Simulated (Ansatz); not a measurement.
# Li3ClS: a single-point run

Wanted: a converged single-point run for Li3ClS, and a check of what comes out. The structure is shown as the input types it. The cell is built on a prototype (antiperovskite) and needn't be the phase found in nature.

Method: density functional or hybrid calculation with the settings of its input, plane waves (as first typed), in Ansatz 0.2.0.

## Step 1: The starting structure

It takes space group Pm-3m (No. 221, cubic). Conventional cell: a = 4.579 Å, b = 4.579 Å, c = 4.579 Å, α = 90.00°, β = 90.00°, γ = 90.00°. Around Cl (site symmetry m-3m) lie 12 Li at 3.24 Å. Around S (site symmetry m-3m) lie 6 Li at 2.29 Å. Li (site symmetry 4/mmm) has 2 S at 2.29 Å and 4 Cl at 3.24 Å and 8 Li at 3.24 Å as nearest neighbours.

Coordinates:

```cif
data_structure
_symmetry_space_group_name_H-M 'P 1'
_symmetry_Int_Tables_number 1
_cell_length_a 4.5790
_cell_length_b 4.5790
_cell_length_c 4.5790
_cell_angle_alpha 90.000
_cell_angle_beta 90.000
_cell_angle_gamma 90.000
_cell_volume 96.01
loop_
_atom_site_label
_atom_site_type_symbol
_atom_site_fract_x
_atom_site_fract_y
_atom_site_fract_z
_atom_site_occupancy
Cl1 Cl 0.00000 0.00000 0.00000 1
S1 S 0.50000 0.50000 0.50000 1
Li1 Li 0.50000 0.50000 0.00000 1
Li2 Li 0.50000 0.00000 0.50000 1
Li3 Li 0.00000 0.50000 0.50000 1
```

## Step 2: The calculation

File input.yaml:

```yaml
crystal:
  lattice:
    - [4.5789803827, 0.0, 0.0]
    - [0.0, 4.5789803827, 0.0]
    - [0.0, 0.0, 4.5789803827]
  atoms:
    - { symbol: Cl, position: [0.0, 0.0, 0.0] }
    - { symbol: S, position: [0.5, 0.5, 0.5] }
    - { symbol: Li, position: [0.5, 0.5, 0.0] }
    - { symbol: Li, position: [0.5, 0.0, 0.5] }
    - { symbol: Li, position: [0.0, 0.5, 0.5] }
kpoints:
  mp_grid: { grid: [2, 4, 6] }
hamiltonian:
  xc: pbe
scf:
  occupations: { method: fixed }
  n_extra_bands: 5
output:
  forces: true
  stress: true
  eigenvalues: true
```

On the command line:

```console
$ ansatz run input.yaml --threads 4 --pin off --max-ram 4608MiB --backend cpu --events-out ev --progress --plain --runs-dir out
```

Q: Will this input give a usable result? If not, why, and what should change?

This run ends as converged, with warnings (symmetry narrowed by mesh). Its log warns: «crystal.symmetry: narrowed to the stabiliser of the k-point mesh — unitary ops 48 → 8; excluded 40 operations that carry a point of the 2×4×6 mesh (shift [0, 0 ...»

The suspect setting: kpoints.mp_grid.grid is [2, 4, 6]. Unequal divisions along equivalent axes break the crystal's symmetry in the sampling.

To check: set kpoints.mp_grid.grid to [4, 4, 4].
